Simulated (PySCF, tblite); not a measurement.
**C₃H₈BrNSi₂: geometry, infrared bands and NMR shifts**

Aim: predict the infrared bands and NMR shifts of C₃H₈BrNSi₂ (`N#CC[SiH2]C[SiH2]Br`).

The runs use tblite 0.8.0 and PySCF 2.14.0, with density-fitted response routines of our own; the level of theory stands in each step. All values are computed, except where a source is named. Atoms are numbered from 0 throughout.

### Step 1. The molecule as given

15 atoms, charge 0, multiplicity 1; geometry from: force field or distance geometry start.

Bonds of the start (Å): N0–C1 1.16, C1–C2 1.47, C2–Si3 1.84, Si3–C4 1.86, C4–Si5 1.88, Si5–Br6 2.25, C2–H7 1.11, C2–H8 1.13, Si3–H9 1.50, Si3–H10 1.48, C4–H11 1.11, C4–H12 1.09, Si5–H13 1.47, Si5–H14 1.46.

### Step 2. Optimising the geometry with GFN2-xTB

What the job is given:

```
{"job": {"kind": "relax", "xc": "GFN2-xTB", "basis": "xTB"}, "charge": 0, "multiplicity": 1}
N     -2.686400     2.272800    -0.469900
C     -2.478700     1.177700    -0.150800
C     -2.185300    -0.194800     0.285100
Si    -0.387600    -0.287900     0.645900
C      0.686300    -0.180500    -0.866100
Si     2.447700    -0.263300    -0.221900
Br     2.933000     1.716100     0.737500
H     -2.499200    -0.872600    -0.541200
H     -2.715600    -0.455400     1.245100
H     -0.080800    -1.603600     1.293400
H      0.025700     0.817800     1.540100
H      0.472700    -1.033000    -1.551400
H      0.491000     0.734900    -1.425200
H      3.428900    -0.472600    -1.291900
H      2.543900    -1.347700     0.749300
```

Command:

```
$ OMP_NUM_THREADS=1 python probes_run.py task.json out
```

This one command runs all jobs of the session in turn.

**Question.** This job is followed by: GFN2-xTB harmonic vibrations, gas phase; GIAO PBE0/pcSseg-1 NMR shielding, non-relativistic, gas phase. What will the session give for the following? strongest single infrared mode (GFN2-xTB); zero-point energy (GFN2-xTB); ¹³C shifts against TMS (PBE0/pcSseg-1); ¹H shifts against TMS (PBE0/pcSseg-1, means over atoms taken as alike); ¹⁵N shifts against NH3 (PBE0/pcSseg-1); ²⁹Si shifts against TMS (PBE0/pcSseg-1); ⁷⁹Br shifts against HBr (PBE0/pcSseg-1).

The runs gave:

```
                                                              quantity                       value
                             strongest single infrared mode (GFN2-xTB)        773 cm⁻¹, 386 km/mol
                                          zero-point energy (GFN2-xTB)               60.7 kcal/mol
                                ¹³C shifts against TMS (PBE0/pcSseg-1)       122.0, -1.1, -2.6 ppm
¹H shifts against TMS (PBE0/pcSseg-1, means over atoms taken as alike)  5.51, 4.50, 1.64, 0.60 ppm
                                ¹⁵N shifts against NH3 (PBE0/pcSseg-1)                   298.0 ppm
                               ²⁹Si shifts against TMS (PBE0/pcSseg-1)            -13.3, -42.0 ppm
                               ⁷⁹Br shifts against HBr (PBE0/pcSseg-1)                    -133 ppm
```

Over 103 steps the energy fell by 0.377 eV; of the close pairs, C2–Si3 changed most, 1.836 to 1.921 Å. All 39 modes are real, so the xTB geometry is a minimum. The strongest single mode, at 773 cm⁻¹, moves mainly H13 and H14. GFN2-xTB is a fitted tight-binding method: band positions and strengths are rough. Its intensities can rank the bands wrongly. C1 (nitrile carbon) lies farthest downfield among carbon, at 122.0 ppm; C≡N carbons fall here, among the sp2 signals but without a proton. At PBE0/pcSseg-1: Shielding is most anisotropic at N0 (span 507 ppm, paramagnetic term -371 ppm). Spin-orbit coupling is left out, which matters for shieldings and couplings at and beside the heavy atoms.
